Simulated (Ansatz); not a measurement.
## NbTe: equation of state with PBE

NbTe:

```xyz
2
Lattice="3.4257 0.0000 0.0000 0.0000 3.4257 0.0000 0.0000 0.0000 3.4257" Properties=species:S:1:pos:R:3 pbc="T T T"
Nb    1.7128    1.7128    1.7128
Te    0.0000    0.0000    0.0000
```

The cell was built by a generator and needn't be a form met in nature.

```
Program             : Ansatz 0.2.0
Task                : equation of state
Functional          : PBE
Potentials or basis : Ansatz NC
Cutoff              : 1120 eV
Density cutoff      : 4480 eV
k mesh              : 8 × 8 × 8
Occupations         : fermi-dirac, width 0.05 eV
Spin                : no spin polarisation
```

```json
{
 "Equilibrium volume": "20.11 Å³/atom",
 "Bulk modulus": "131 GPa",
 "Pressure derivative of the bulk modulus": "4.7"
}
```

Energy against volume, from the lowest point:
```csv
volume (Å³/atom),energy (meV/atom)
18.895,33.95
19.297,14.62
19.699,3.60
20.101,0.00
20.503,3.02
20.905,11.96
21.307,26.16
```

All runs of the series together: 30 s on 2 threads of Arm Neoverse V1, on a shared host.

The run has no spin-orbit coupling, so splittings on Te are missing.
